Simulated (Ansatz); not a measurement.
# C2H5AlClNO: a ladder of functionals and wavefunction methods

The task here is to estimate one member of a computed series from the others.

The runs use Ansatz 0.2.0, Gaussian basis; functionals in def2-TZVPP, the program's frozen cores in correlated methods.

Plan: LDA (SPW92), PBE-D4, revPBE-D4, BLYP-D4, r2SCAN-D4, B97M-V, PBE0-D4, B3LYP-D4, r2SCANh-D4, r2SCAN0-D4, HSE06-D4, BHLYP-D4, CAM-B3LYP-D4, LC-ωPBE, ωB97X-V, ωB97M-V, B2PLYP, PBE-QIDH; CCSD(T)/def2-SVP; CCSD(T)/def2-TZVPP; MP2/def2-QZVPP; extrapolation to the limit; RPA on PBE.

## The geometry

The geometry comes from an earlier relaxation with PBE0-D4 in a triple-zeta def2 set; it is a stationary point, not always the lowest conformer.

SMILES `[CH3][Al]([OH])[C](=N)Cl`, 11 atoms, charge 0, spin multiplicity 1.

Atoms are counted from 1 here; the program's logs count them from 0.

Bond lengths: C1–Al2 1.930 Å, C1–H7 1.092 Å, C1–H8 1.094 Å, C1–H9 1.094 Å, Al2–O3 1.691 Å, Al2–C4 1.988 Å, O3–H10 0.958 Å, C4–N5 1.250 Å, C4–Cl6 1.805 Å, N5–H11 1.022 Å. Angles: Al2–C1–H7 111.8°, Al2–C1–H8 110.9°, Al2–C1–H9 110.9°, H7–C1–H8 108.3°, H7–C1–H9 108.3°, H8–C1–H9 106.5°, C1–Al2–O3 122.7°, C1–Al2–C4 123.2°, O3–Al2–C4 114.1°, Al2–O3–H10 120.3°, Al2–C4–N5 122.4°, Al2–C4–Cl6 116.0°, N5–C4–Cl6 121.6°, C4–N5–H11 115.1°.

The first run:

The input, in.yaml:

```yaml
crystal:
  periodic: [false, false, false]
  atoms:
    - {symbol: C, position_ang: [-1.637615, 1.021583, 0.625703]}
    - {symbol: Al, position_ang: [0.151390, 0.317213, 0.456262]}
    - {symbol: O, position_ang: [1.410443, 0.760206, 1.494371]}
    - {symbol: C, position_ang: [0.677532, -0.988040, -0.947682]}
    - {symbol: N, position_ang: [1.841260, -1.435184, -1.045385]}
    - {symbol: Cl, position_ang: [-0.628938, -1.497384, -2.084767]}
    - {symbol: H, position_ang: [-1.718951, 1.727515, 1.454691]}
    - {symbol: H, position_ang: [-2.359774, 0.215905, 0.788572]}
    - {symbol: H, position_ang: [-1.943892, 1.532385, -0.292127]}
    - {symbol: H, position_ang: [2.285572, 0.388642, 1.378348]}
    - {symbol: H, position_ang: [1.988171, -2.099741, -1.807285]}
basis:
  gaussian: {orbitals: def2-TZVPP}
hamiltonian: {xc: lda}
output: {orbitals: {seedname: orbitals}}
```

Steps of the session up to this table: LDA; PBE-D4 (GGA); revPBE-D4 (GGA); BLYP-D4 (GGA); r2SCAN-D4 (meta-GGA); B97M-V (meta-GGA); PBE0-D4 (hybrid); B3LYP-D4 (hybrid); r2SCANh-D4 (hybrid); r2SCAN0-D4 (hybrid); HSE06-D4 (hybrid); BHLYP-D4 (hybrid); CAM-B3LYP-D4 (range-separated); LC-ωPBE (range-separated); ωB97X-V (range-separated); ωB97M-V (range-separated); B2PLYP (double hybrid); PBE-QIDH (double hybrid).

One table of the session follows, with a row left open; its other results are not shown here.

It belongs to the step «Frontier levels by functional». 

| functional | HOMO (eV) | LUMO (eV) | gap (eV) |
| --- | --- | --- | --- |
| LDA (SPW92) | -6.55 | -2.74 | 3.81 |
| PBE-D4 | -6.43 | -2.48 | 3.95 |
| revPBE-D4 | -6.37 | -2.37 | 4.00 |
| BLYP-D4 | -6.31 | -2.35 | 3.97 |
| r2SCAN-D4 | -6.74 | -2.34 | 4.40 |
| B97M-V | -6.86 | -2.30 | 4.56 |
| PBE0-D4 | -7.76 | -1.58 | 6.18 |
| B3LYP-D4 | -7.54 | -1.80 | 5.74 |
| r2SCANh-D4 | -7.23 | -2.00 | 5.23 |
| r2SCAN0-D4 | -7.97 | -1.50 | 6.47 |
| HSE06-D4 | -7.36 | -1.96 | 5.40 |
| BHLYP-D4 | -9.02 | -0.63 | 8.39 |
| CAM-B3LYP-D4 | ? | ? | ? |
| LC-ωPBE | -10.38 | 0.65 | 11.03 |
| ωB97X-V | -10.08 | 0.54 | 10.61 |
| ωB97M-V | -9.94 | 0.37 | 10.30 |

**Question.** Estimate the row for CAM-B3LYP-D4.

The run gave: HOMO (eV): -9.10; LUMO (eV): -0.51; gap (eV): 8.59. In the column «HOMO (eV)» it lies between ωB97M-V (-9.94) and BHLYP-D4 (-9.02).
